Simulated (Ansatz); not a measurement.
## MgSi, space group P4/mmm: a frozen displacement of one atom, step by step

With the Ansatz DFT code, driven from Python.

Contents of `mgsi.xyz`:
```text
2
Lattice="2.908394 0.0 0.0 0.0 2.908394 0.0 0.0 0.0 4.103427" Properties=species:S:1:pos:R:3 pbc="T T T"
Mg    0.00000000    0.00000000    0.00000000
Si    1.45419700    1.45419700    2.05171350
```

Notebook, run cell by cell (the value of a cell's last expression is shown):

In [1]:
```python
import ansatz
import numpy as np

SMEARING = 'Fermi-Dirac'
WIDTH_EV = 0.1
FUNCTIONAL = 'r2SCAN'
KGRID = (9, 9, 7)

structure = ansatz.Crystal.from_extxyz('mgsi.xyz')
```

In [2]:
```python
inverse = np.linalg.inv(np.array(structure.lattice.vectors))
home = np.array(structure.sites[0].position)
values = np.linspace(-0.2, 0.2, 5)
energies, pulls = [], []
for shift in values:
    moved = structure.move(0, to=home + shift * inverse[0])
    model = (
        moved.calculation()
        .occupations(SMEARING, width=WIDTH_EV)
        .functional(FUNCTIONAL)
        .kpoints(*KGRID)
        .forces()
    )
    rep = model.run().report
    energies.append(rep['free_energy_ev'])
    pulls.append(rep['forces_ev_ang'][0][0])

# the force is minus the slope of the free energy
print('shift (A)   dE (eV)   force along x (eV/A)')
for shift, e, f in zip(values, energies, pulls):
    print(f'{shift:8.3f} {e - energies[2]:10.5f} {f:12.4f}')
print(f'stiffness from energies {2 * np.polyfit(values, energies, 2)[0]:.3f}, from forces {-np.polyfit(values, pulls, 1)[0]:.3f} eV/A^2')
```
```text
DeckWarning: basis.ecutwfc = 500 eV, auto-derived from the records' recommended cutoffs: set by Mg (their level for a meta-GGA)
shift (A)   dE (eV)   force along x (eV/A)
  -0.200    0.03488       0.3444
  -0.100    0.00880       0.1755
   0.000    0.00000      -0.0000
   0.100    0.00880      -0.1755
   0.200    0.03488      -0.3444
stiffness from energies 1.741, from forces 1.728 eV/A^2
```

The curvature of the energy gives 1.741 eV/Å² and the slope of the force 1.728 eV/Å², a positive curvature.

Caveats:
- For a metal this k-point mesh is coarse: on a finer one energies can move by several to tens of meV an atom and pressures by half a GPa or more, differences at one mesh by less.
- In a metal a curvature from energy changes of a few meV or less hangs on mesh and smearing, in size and even in sign.
- This cell is a computed structure, which may not be the phase found in nature.
- Warnings are shown shortened and without file and line.
- All periodic images of the atom move with it, so the curvature is one diagonal element of the zone-centre force constants and no normal mode; a positive value doesn't exclude soft modes in which several atoms move.
- Run time: 37 s on 1 thread of Arm Neoverse V1, on a shared host, peak memory 0.48 GiB.
